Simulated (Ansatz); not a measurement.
# Be3Cd: the cost of one run

Program: Ansatz 0.2.0. Level of theory: DFT PBE, scalar-relativistic, plane waves, PAW. These are calculated values, not measurements.

### Step 1. The starting structure

Symmetry: I4/mmm, No. 139, tetragonal system. Conventional cell: a = 3.473 Å, b = 3.473 Å, c = 7.759 Å, α = 90.00°, β = 90.00°, γ = 90.00°. Be (site symmetry 4/mmm) has 4 Cd at 2.46 Å and 8 Be at 2.60 Å as nearest neighbours. Around Be (site symmetry -4m2) lie 8 Be at 2.46 to 2.60 Å and 4 Cd at 2.60 Å. Cd (site symmetry 4/mmm) has 12 Be at 2.46 to 2.60 Å as nearest neighbours.

Structure file:

```xyz
4
Lattice="-1.7367 1.7367 3.8794 1.7367 -1.7367 3.8794 1.7367 1.7367 -3.8794" Properties=species:S:1:pos:R:3 pbc="T T T"
Be    0.0000    0.0000    3.8794
Be    1.7367    0.0000    1.9397
Be    0.0000    1.7367    1.9397
Cd    0.0000    0.0000    0.0000
```

This is candidate A: TiAl3 (D0_22) type (I4/mmm, No. 139).

(A quick probe on a coarse mesh, which set the mesh and smearing, is not shown.)

### Step 3. The relaxation (candidate A)

input.yaml

```yaml
crystal:
  lattice:
    - [-1.7367234626, 1.7367234626, 3.8794342281]
    - [1.7367234626, -1.7367234626, 3.8794342281]
    - [1.7367234626, 1.7367234626, -3.8794342281]
  atoms:
    - { symbol: Be, position: [0.5, 0.5, 0.0] }
    - { symbol: Be, position: [0.25, 0.75, 0.5] }
    - { symbol: Be, position: [0.75, 0.25, 0.5] }
    - { symbol: Cd, position: [0.0, 0.0, 0.0] }
basis:
  ecutwfc: 420
kpoints:
  mp_grid: { grid: [18, 18, 18] }
hamiltonian:
  xc: pbe
scf:
  occupations: { method: gaussian, width: 0.1 }
output:
  forces: true
  stress: true
  eigenvalues: true
relax:
  adjacent_minimum: "off"
  f_tol: 0.01
  max_steps: 80
  cell: { stress_tol: 0.05 }
```

Run with:

```console
$ ansatz run input.yaml --threads 1 --pin off --max-ram 2560MiB --backend cpu --events-out ev --progress --plain --runs-dir out
```

Q: Estimate wall time and peak memory on 1 thread of Arm Neoverse V1, shared host.

About 2.1 min, with a peak of 0.61 GiB.
